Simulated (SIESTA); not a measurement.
Runs of SIESTA 5.4.2 on FePt. The cell holds a slab with vacuum, 6 atoms: a = 2.722 Å, b = 2.722 Å, c = 24.250 Å, α = 90.00°, β = 90.00°, γ = 90.00°. 

```tsv
level	potentials or basis	gap on the mesh (eV)	moment (μB)	largest force (eV/Å)
WC	PseudoDojo 0.4 standard (PBEsol files), DZP (energy shift 0.003 Ry; two zetas on semicore shells)	none	10.14	0.51
AM05	PseudoDojo 0.4 standard (PBEsol files), DZP (energy shift 0.003 Ry; two zetas on semicore shells)	none	10.07	0.64
revPBE	PseudoDojo 0.4 standard (PBE files), DZP (energy shift 0.003 Ry; two zetas on semicore shells)	none	10.16	0.48
PBEsol	PseudoDojo 0.4 standard (PBEsol files), DZP (energy shift 0.003 Ry; two zetas on semicore shells)	none	(a)	0.58
BLYP	PseudoDojo 0.4 standard (PBE files), DZP (energy shift 0.003 Ry; two zetas on semicore shells)	none	10.03	0.50
RPBE	PseudoDojo 0.4 standard (PBE files), DZP (energy shift 0.003 Ry; two zetas on semicore shells)	none	10.16	0.48
PBE	PseudoDojo 0.4 standard (PBE files), DZP (energy shift 0.003 Ry; two zetas on semicore shells)	none	10.14	0.49
PW91	PseudoDojo 0.4 standard (PBE files), DZP (energy shift 0.003 Ry; two zetas on semicore shells)	none	10.17	0.49
LDA	PseudoDojo 0.4 standard (LDA files), DZP (energy shift 0.003 Ry; two zetas on semicore shells)	none	9.98	(b)
```

Alike in all rows: task single point; spin collinear, ferromagnetic start; cell as given; k mesh 7 × 7 × 1; smearing fermi-dirac 0.05 eV; grid cutoff 800 Ry; energy shift 0.003 Ry.

Question: Fill in the values left out.

Answer: (a) 10.12; (b) 0.90.

Caveats: the basis of atomic orbitals isn't converged, which shifts pressures, moduli and gaps; the potentials were made for another functional, which shifts forces and pressure (some runs).

A k mesh can miss the band edges, and the runs leave out spin-orbit coupling on Pt.

A gap of «none» marks a metal or a gap under the smearing width.
